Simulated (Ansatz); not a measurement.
# AlGaH (doublet): from Hartree-Fock to the top rungs at distance Al1–Ga2 = 2.954 Å, 6-31G

How much of the correlation energy of AlGaH (doublet) does each wave-function method recover here?

Program: Ansatz 0.2.0, Gaussian basis. Level of theory: 6-31G, core rule «outside noble gas», up to 19 orbitals frozen. These are calculated values, not measurements.

Plan: UHF; CCSD(T) on ROHF; CCSD(T) on UHF; BCCD(T) on ROHF; CISD; CCSDT(Q) on ROHF; CCSDT(Q) on UHF; CASSCF and MRCISD+Q, 3 electrons in 3 orbitals; CASSCF and NEVPT2, 3 electrons in 3 orbitals; CASSCF and MRCISD+Q, 7 electrons in 9 orbitals; CASSCF and NEVPT2, 7 electrons in 9 orbitals; Full CI; Full CI in the symmetry of the determinant.

15 further runs of the same task are left out: 14 that didn't finish, 1 set aside as unsound or not needed.

## (1) The geometry

The geometry derives from a PBE0/def2-TZVP stationary point (not a proven minimum). One bond is set to the value named and the two fragments are kept rigid. No spin-orbit coupling is included. The filled d shell of Ga may be among the frozen orbitals whatever the setting's name suggests; the logs give the count.

3 atoms, charge 0, spin multiplicity 2.

Atoms are counted from 1 here; the program's logs count them from 0.

Bond lengths: Al1–H3 1.622 Å.

As a file:

```xyz
3
AlGaH
Al    0.0000    0.0000    0.4441
Ga    0.0000    0.0000   -2.5099
H     0.0000    0.0000    2.0659
```

## (2) UHF

in.yaml

```yaml
crystal:
  periodic: [false, false, false]
  atoms:
    - {symbol: Al, position_ang: [0.000000, 0.000000, 0.444067]}
    - {symbol: Ga, position_ang: [0.000000, 0.000000, -2.509933]}
    - {symbol: H, position_ang: [0.000000, 0.000000, 2.065867]}
basis:
  gaussian: {orbitals: 6-31G}
magnetization: {spin_polarized: true, initial_magnetization: 1}
hamiltonian: {xc: hf}
output: {orbitals: {seedname: orbitals}}
```

Started as:

```
$ ansatz run in.yaml --threads 1 --pin off --events-out ev --progress --plain --max-ram 2393MiB
```

After this run come: CCSD(T) on ROHF; CCSD(T) on UHF; BCCD(T) on ROHF; CISD; CCSDT(Q) on ROHF; CCSDT(Q) on UHF; CASSCF and MRCISD+Q, 3 electrons in 3 orbitals; CASSCF and NEVPT2, 3 electrons in 3 orbitals; CASSCF and MRCISD+Q, 7 electrons in 9 orbitals; CASSCF and NEVPT2, 7 electrons in 9 orbitals; Full CI; Full CI in the symmetry of the determinant.

**Question.** What will the summary of the whole plan be? Wanted: FCI below the RHF energy; RMP2 from FCI; UMP2 from FCI; RCCSD from FCI; RCCSD(T) from FCI; UCCSD(T) from FCI; RCCSDT(Q) from FCI; UCCSDT(Q) from FCI; NEVPT2 pair from FCI.

The runs gave:

```
                         quantity                                                                                                               value
         FCI below the RHF energy                                                                                                          -2.3596 eV
                    RMP2 from FCI                                                                                                     +18.82 kcal/mol
                    UMP2 from FCI                                                                                                     +18.72 kcal/mol
                   RCCSD from FCI                                                                                                      +2.20 kcal/mol
                RCCSD(T) from FCI                                                                                                      +0.79 kcal/mol
                UCCSD(T) from FCI                                                                                                      +0.79 kcal/mol
               RCCSDT(Q) from FCI                                                                                                      +0.03 kcal/mol
               UCCSDT(Q) from FCI                                                                                                      +0.03 kcal/mol
             NEVPT2 pair from FCI                                                                                                     +17.85 kcal/mol
           MRCISD+Q pair from FCI                                                                                                      -0.57 kcal/mol
          NEVPT2 valence from FCI                                                                                                      +3.86 kcal/mol
levels within 1 kcal/mol (43 meV)  RCCSD(T), UCCSD(T), BCCD(T), RCCSDT, UCCSDT, RCCSDT(Q), UCCSDT(Q), MRCISD+Q pair, MRCISD valence, MRCISD+Q valence
                    T1 diagnostic                                                                                                               0.022
   effectively unpaired electrons                                                                                                                1.12
```

**Reading.** RCCSD(T) lands +0.79 kcal/mol from the yardstick (1.5 % of the correlation energy). MRCISD+Q pair falls below full CI: the +Q correction isn't variational, and the cores differ from full CI's. One determinant dominates. Of the multireference levels listed MRCISD+Q valence comes nearest in total energy (+0.08 kcal/mol), which doesn't show that its space is the better one. These misses are within one basis, not against nature; the frozen cores of restricted and unrestricted runs differ, which can shift their rows.
